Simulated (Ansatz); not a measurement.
C, space group R-3m, a projected density of states

Computed with Ansatz's Python interface.

Input file `c.cif`:
```cif
data_C
_cell_length_a 17.889801
_cell_length_b 17.889801
_cell_length_c 17.889801
_cell_angle_alpha 7.88488
_cell_angle_beta 7.88488
_cell_angle_gamma 7.88488
_symmetry_space_group_name_H-M 'P 1'
_symmetry_Int_Tables_number 1
loop_
_symmetry_equiv_pos_as_xyz
'x, y, z'
loop_
_atom_site_label
_atom_site_type_symbol
_atom_site_fract_x
_atom_site_fract_y
_atom_site_fract_z
C1 C    0.239000    0.239000    0.239000
C2 C    0.761000    0.761000    0.761000
C3 C    0.094000    0.094000    0.094000
C4 C    0.906000    0.906000    0.906000
C5 C    0.031000    0.031000    0.031000
C6 C    0.969000    0.969000    0.969000
C7 C    0.365000    0.365000    0.365000
C8 C    0.635000    0.635000    0.635000
```

Interactive session:
```pycon
>>> import warnings
>>> import ansatz
>>> from ase.io import read
>>> import numpy as np
>>> warnings.simplefilter('ignore', ansatz.DeckWarning)
>>> atoms = read('c.cif')
>>> structure = ansatz.Crystal.from_ase(atoms)
>>> structure.resolved().tree()['lattice']
((17.889801, 0.0, 0.0), (17.720665445632125, 2.4541792892086236, 0.0), (17.720665445632125, 1.2212614567703686, 2.1287358778833125))
>>> model = structure.calculation()
>>> model = model.functional(ansatz.Functional.PBESOL)
>>> model = model.basis(16 * ansatz.Ha)
>>> model = model.kpoints(density=3.4)
>>> model = model.occupations(ansatz.OccupationsMethod.GAUSSIAN, width=0.05)
>>> model = model.scf(extra_bands=22)
>>> model = model.density_of_states(projected=True, method='smearing', broadening_width=0.15, energy_step=0.1)
>>> res = model.run(threads=1)
>>> data = res.report
>>> data['converged'], data['free_energy_ev']
(True, -1973.494186012852)
>>> data['kweights']
[0.0007513148009015778, 0.004507888805409466, 0.004507888805409466, 0.004507888805409466, 0.004507888805409466, 0.004507888805409466, 0.004507888805409466, 0.009015777610818933, 0.009015777610818933, 0.009015777610818933, 0.009015777610818933, 0.009015777610818933, 0.009015777610818933, 0.009015777610818933, 0.009015777610818933, 0.004507888805409466, 0.004507888805409466, 0.009015777610818933, 0.009015777610818933, 0.009015777610818933, 0.009015777610818933, 0.009015777610818933, 0.009015777610818933, 0.004507888805409466, 0.004507888805409466, 0.009015777610818933, 0.009015777610818933, 0.009015777610818933, 0.009015777610818933, 0.004507888805409466, 0.004507888805409466, 0.009015777610818933, 0.009015777610818933, 0.004507888805409466, 0.004507888805409466, 0.004507888805409466, 0.0015026296018031556, 0.004507888805409466, 0.004507888805409466, 0.004507888805409466, 0.004507888805409466, 0.004507888805409466, 0.004507888805409466, 0.004507888805409466, 0.004507888805409466, 0.004507888805409466, 0.004507888805409466, 0.009015777610818933, 0.009015777610818933, 0.009015777610818933, 0.009015777610818933, 0.009015777610818933, 0.009015777610818933, 0.009015777610818933, 0.009015777610818933, 0.004507888805409466, 0.009015777610818933, 0.009015777610818933, 0.009015777610818933, 0.009015777610818933, 0.009015777610818933, 0.009015777610818933, 0.009015777610818933, 0.004507888805409466, 0.009015777610818933, 0.009015777610818933, 0.009015777610818933, 0.009015777610818933, 0.009015777610818933, 0.009015777610818933, 0.004507888805409466, 0.009015777610818933, 0.009015777610818933, 0.009015777610818933, 0.009015777610818933, 0.009015777610818933, 0.004507888805409466, 0.009015777610818933, 0.009015777610818933, 0.009015777610818933, 0.004507888805409466, 0.009015777610818933, 0.009015777610818933, 0.004507888805409466, 0.009015777610818933, 0.004507888805409466, 0.0015026296018031556, 0.004507888805409466, 0.004507888805409466, 0.004507888805409466, 0.004507888805409466, 0.004507888805409466, 0.004507888805409466, 0.004507888805409466, 0.004507888805409466, 0.009015777610818933, 0.009015777610818933, 0.009015777610818933, 0.009015777610818933, 0.009015777610818933, 0.009015777610818933, 0.004507888805409466, 0.009015777610818933, 0.009015777610818933, 0.009015777610818933, 0.009015777610818933, 0.009015777610818933, 0.004507888805409466, 0.009015777610818933, 0.009015777610818933, 0.009015777610818933, 0.009015777610818933, 0.004507888805409466, 0.009015777610818933, 0.009015777610818933, 0.004507888805409466, 0.009015777610818933, 0.004507888805409466, 0.0015026296018031556, 0.004507888805409466, 0.004507888805409466, 0.004507888805409466, 0.004507888805409466, 0.004507888805409466, 0.004507888805409466, 0.009015777610818933, 0.009015777610818933, 0.009015777610818933, 0.009015777610818933, 0.004507888805409466, 0.009015777610818933, 0.009015777610818933, 0.009015777610818933, 0.004507888805409466, 0.009015777610818933, 0.004507888805409466, 0.0015026296018031556, 0.004507888805409466, 0.004507888805409466, 0.004507888805409466, 0.004507888805409466, 0.009015777610818933, 0.009015777610818933, 0.004507888805409466, 0.0015026296018031556, 0.004507888805409466]
>>> sorted(key for key in data if key.endswith('_ev'))
['band_edges_ev', 'eigenvalues_ev', 'energy_sigma0_ev', 'entropy_ts_ev', 'fermi_energy_ev', 'free_energy_ev', 'gap_by_band_count_ev', 'harris_foulkes_ev', 'internal_energy_ev', 'lagrangian_above_aufbau_ev', 'lagrangian_ev', 'lagrangian_sigma0_ev', 'loop_eigenvalues_ev', 'loop_fermi_energy_ev', 'occupations_fermi_energy_ev', 'residual_norms_ev']
>>> dos = res.density_of_states()
>>> energy = np.asarray(dos.energies_ev) - dos.fermi_ev
>>> curves = {}
>>> for site in res.projected_density_of_states().sites:
...     for shell in site.shells:
...         weight = sum(np.sum(curve.g_bin_mean_per_ev, axis=0) for curve in shell.curves)
...         name = f'{site.species} {shell.label}'
...         curves[name] = curves.get(name, 0) + weight
...
>>> print('E-EF   ' + ' '.join(f'{name:>8s}' for name in curves))
E-EF       C 2S     C 2P
>>> for e in np.arange(-8, 6 + 0.1, 1.0):
...     print(f'{e:5.1f}  ' + ' '.join(f'{np.interp(e, energy, g):8.3f}' for g in curves.values()))
...
 -8.0     0.480    3.547
 -7.0     0.451    5.569
 -6.0     0.013    2.432
 -5.0     0.115    2.245
 -4.0     0.015    1.967
 -3.0     0.001    1.816
 -2.0     0.001    1.239
 -1.0     0.000    0.396
  0.0     0.000    0.000
  1.0     0.000    0.286
  2.0     0.002    1.931
  3.0     0.001    0.751
  4.0     0.001    0.644
  5.0     0.002    0.917
  6.0     0.002    0.366
```

What to keep in mind:
- Total energies depend on the potentials; only differences at equal settings carry meaning. A total without «per atom» is that of the whole cell that was run.
- Semilocal gaps usually lie well under measured ones.
- An opening on this mesh may only mean that it misses a point where bands touch.
- The crystal has a gap of about 1.25 eV on the mesh; density of states inside it is the tail of the broadening.
- Gaps and levels are Kohn-Sham values on a finite set of k-points.
- Curves are summed over the cell's atoms. Only shells that the potentials hold have channels, so projections don't add up to the total, least of all where a shell is missing (p of most metals); heights and places of peaks move with the mesh.
- The density of states is complete only as far up as bands were computed.
- The whole script took 38 s on 1 thread of Arm Neoverse V1, with other jobs on the host, peak memory 0.71 GiB.
